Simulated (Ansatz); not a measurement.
**CH6ClGaSi: up Jacob's ladder to CCSD(T)**

The task here is to estimate one member of a computed series from the others.

The runs use Ansatz 0.2.0, Gaussian basis; functionals in def2-TZVPP, the program's frozen cores in correlated methods.

Plan: LDA (SPW92), PBE-D4, revPBE-D4, BLYP-D4, r2SCAN-D4, B97M-V, PBE0-D4, B3LYP-D4, r2SCANh-D4, r2SCAN0-D4, HSE06-D4, BHLYP-D4, CAM-B3LYP-D4, LC-ωPBE, ωB97X-V, ωB97M-V, B2PLYP, PBE-QIDH; CCSD(T)/def2-SVP; CCSD(T)/def2-TZVPP; MP2/def2-QZVPP; extrapolation to the limit; RPA on PBE.

## The geometry

The geometry comes from an earlier relaxation with PBE0-D4 in a triple-zeta def2 set; it is a stationary point, not always the lowest conformer.

SMILES `ClC[SiH2][GaH2]`, 10 atoms, charge 0, spin multiplicity 1.

Atoms are counted from 1 here; the program's logs count them from 0.

Bond lengths: Cl1–C2 1.812 Å, C2–Si3 1.914 Å, C2–H5 1.089 Å, C2–H6 1.089 Å, Si3–Ga4 2.414 Å, Si3–H7 1.491 Å, Si3–H8 1.490 Å, Ga4–H9 1.569 Å, Ga4–H10 1.572 Å. Angles: Cl1–C2–Si3 104.9°, Cl1–C2–H5 106.4°, Cl1–C2–H6 105.9°, Si3–C2–H5 116.6°, Si3–C2–H6 112.9°, H5–C2–H6 109.3°, C2–Si3–Ga4 93.6°, C2–Si3–H7 108.4°, C2–Si3–H8 107.4°, Ga4–Si3–H7 121.9°, Ga4–Si3–H8 116.2°, H7–Si3–H8 107.3°, Si3–Ga4–H9 121.8°, Si3–Ga4–H10 118.1°, H9–Ga4–H10 120.0°.

As a file:

```xyz
10
charge 0, multiplicity 1
Cl    0.43880    0.73082    1.73663
C     0.92224   -0.73456    0.78628
Si   -0.33994   -0.82810   -0.64969
Ga   -0.82731    1.53516   -0.57607
H     0.92539   -1.56815    1.48653
H     1.93949   -0.54684    0.44497
H     0.32824   -1.45984   -1.82370
H    -1.43730   -1.74039   -0.22017
H    -2.20505    2.07862   -0.05778
H     0.25544    2.53329   -1.12699
```

Set-up of the first run:

The input, in.yaml:

```yaml
crystal:
  periodic: [false, false, false]
  atoms:
    - {symbol: Cl, position_ang: [0.438799, 0.730817, 1.736632]}
    - {symbol: C, position_ang: [0.922235, -0.734563, 0.786276]}
    - {symbol: Si, position_ang: [-0.339945, -0.828099, -0.649694]}
    - {symbol: Ga, position_ang: [-0.827306, 1.535156, -0.576073]}
    - {symbol: H, position_ang: [0.925394, -1.568150, 1.486534]}
    - {symbol: H, position_ang: [1.939488, -0.546840, 0.444971]}
    - {symbol: H, position_ang: [0.328238, -1.459843, -1.823698]}
    - {symbol: H, position_ang: [-1.437296, -1.740389, -0.220173]}
    - {symbol: H, position_ang: [-2.205047, 2.078624, -0.057781]}
    - {symbol: H, position_ang: [0.255440, 2.533288, -1.126994]}
basis:
  gaussian: {orbitals: def2-TZVPP}
hamiltonian: {xc: lda}
output: {orbitals: {seedname: orbitals}}
```

Command:

```
ansatz run in.yaml --threads 4 --pin off --events-out ev --progress --plain --max-ram 10444MiB
```

Steps of the session up to this table: LDA; PBE-D4 (GGA); revPBE-D4 (GGA); BLYP-D4 (GGA); r2SCAN-D4 (meta-GGA); B97M-V (meta-GGA); B3LYP-D4 (hybrid); r2SCANh-D4 (hybrid); r2SCAN0-D4 (hybrid); HSE06-D4 (hybrid); BHLYP-D4 (hybrid); CAM-B3LYP-D4 (range-separated); LC-ωPBE (range-separated); ωB97X-V (range-separated); ωB97M-V (range-separated); B2PLYP (double hybrid); PBE-QIDH (double hybrid).

One of the session's tables, all rows but one given; the rest of the session is left out.

It belongs to the step «Orbital energies across the functionals». 

| functional | HOMO (eV) | gap (eV) |
| --- | --- | --- |
| LDA (SPW92) | -6.34 | 4.04 |
| PBE-D4 | -6.24 | 4.20 |
| revPBE-D4 | -6.20 | 4.27 |
| BLYP-D4 | -6.10 | 4.19 |
| r2SCAN-D4 | -6.50 | 4.73 |
| B97M-V | -6.59 | 4.66 |
| PBE0-D4 | -7.31 | 6.08 |
| B3LYP-D4 | -7.12 | 5.68 |
| r2SCANh-D4 | -6.89 | 5.40 |
| r2SCAN0-D4 | -7.48 | 6.40 |
| HSE06-D4 | -6.92 | 5.32 |
| BHLYP-D4 | -8.28 | 7.88 |
| CAM-B3LYP-D4 | ? | ? |
| LC-ωPBE | -9.87 | 10.72 |
| ωB97X-V | -9.55 | 10.27 |
| ωB97M-V | -9.34 | 9.82 |

Q: Estimate the row for CAM-B3LYP-D4 from the others.

The run gave: HOMO (eV): -8.57; gap (eV): 8.30. In the column «HOMO (eV)» it lies between ωB97M-V (-9.34) and BHLYP-D4 (-8.28).
